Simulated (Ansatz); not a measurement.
**GeSe: small, medium and large basis sets**

Aim: see how fast density functionals converge with the basis set for GeSe.

The runs use Ansatz 0.2.0, Gaussian basis; one geometry, several basis sets.

The runs, in order: PBE0-D4/def2-SVP; ωB97M-V/def2-SVP; PBE0-D4/def2-QZVPP; ωB97M-V/def2-QZVPP; the functionals' def2-TZVPP values are taken from earlier runs.

### 1 The relaxed structure

The geometry comes from an earlier relaxation with PBE0-D4 in a triple-zeta def2 set; it is a stationary point.

SMILES `[Ge-]#[Se+]`, 2 atoms, charge 0, spin multiplicity 1.

Atoms are counted from 1 here; the program's logs count them from 0.

Bond lengths: Ge1–Se2 2.140 Å.

### 2 PBE0-D4 in def2-SVP

Input file in.yaml:

```yaml
crystal:
  periodic: [false, false, false]
  atoms:
    - {symbol: Ge, position_ang: [0.000000, -0.000000, -0.002836]}
    - {symbol: Se, position_ang: [-0.000000, 0.000000, 2.137465]}
basis:
  gaussian: {orbitals: def2-SVP}
hamiltonian: {xc: pbe0, dispersion: d4}
output: {orbitals: {seedname: orbitals}}
```

On the command line:

```console
$ ansatz run in.yaml --threads 4 --pin off --events-out ev --progress --plain --max-ram 10444MiB
```

After this run come: ωB97M-V in def2-SVP; PBE0-D4 in def2-QZVPP; ωB97M-V in def2-QZVPP.

Before running them: what should the planned runs give, taken together? Wanted: PBE0-D4: double and triple zeta above quadruple; ωB97M-V: double and triple zeta above quadruple.

The runs gave:

| quantity | value |
| --- | --- |
| PBE0-D4: double and triple zeta above quadruple | 17.66, 2.59 eV |
| ωB97M-V: double and triple zeta above quadruple | 17.51, 2.51 eV |

In words: PBE0-D4 gains 15.07 eV from double to triple zeta, then 2.59 eV more. Total energies overstate the basis error of differences, where much of it tends to cancel.
